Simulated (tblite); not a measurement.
# C6H10BBrO: the cost of one run

Computed with tblite 0.8.0 and PySCF 2.14.0, with density-fitted response routines of our own, on a single molecule in the gas phase. Atoms are numbered from 0 throughout.

### 1 Starting geometry

19 atoms, charge 0, multiplicity 1; geometry from: force field or distance geometry start.

Bonds of the start (Å): C0–C1 1.33, C1–C2 1.52, C2–C3 1.51, C3–O4 1.42, O4–C5 1.41, C5–C6 1.53, C6–B7 1.60, B7–Br8 1.99, C6–C2 1.52, C0–H9 1.09, C0–H10 1.08, C1–H11 1.08, C2–H12 1.11, C3–H13 1.11, C3–H14 1.11, C5–H15 1.11, C5–H16 1.12, C6–H17 1.11, B7–H18 1.18.

### 2 Relaxing the molecule with GFN2-xTB

What the job is given:

```
{"job": {"kind": "relax", "xc": "GFN2-xTB", "basis": "xTB"}, "charge": 0, "multiplicity": 1}
C      1.475100     2.084300    -0.292100
C      1.284800     0.799500    -0.590700
C      0.720400    -0.168700     0.441300
C      0.688300    -1.603800    -0.042800
O     -0.363500    -2.289400     0.627700
C     -1.149500    -1.322700     1.288900
C     -0.735100     0.073500     0.821800
B     -1.678000     0.571300    -0.377800
Br    -2.659900     2.300800    -0.242700
H      1.182800     2.482900     0.684500
H      1.888800     2.755100    -1.033100
H      1.587300     0.429600    -1.558100
H      1.332200    -0.113600     1.368900
H      0.517100    -1.672500    -1.133600
H      1.652000    -2.100800     0.197400
H     -2.227500    -1.530800     1.140400
H     -0.951600    -1.411200     2.386400
H     -0.805000     0.795700     1.661100
H     -1.768300    -0.069800    -1.366200
```

Started as:

```bash
$ OMP_NUM_THREADS=1 python probes_run.py task.json out
```

This one command runs all jobs of the session in turn.

**Question.** How long does this first job take on 1 thread of Arm Neoverse N1, shared host, and how much memory does it need?

About 1.7 s, with a peak of 0.18 GiB.
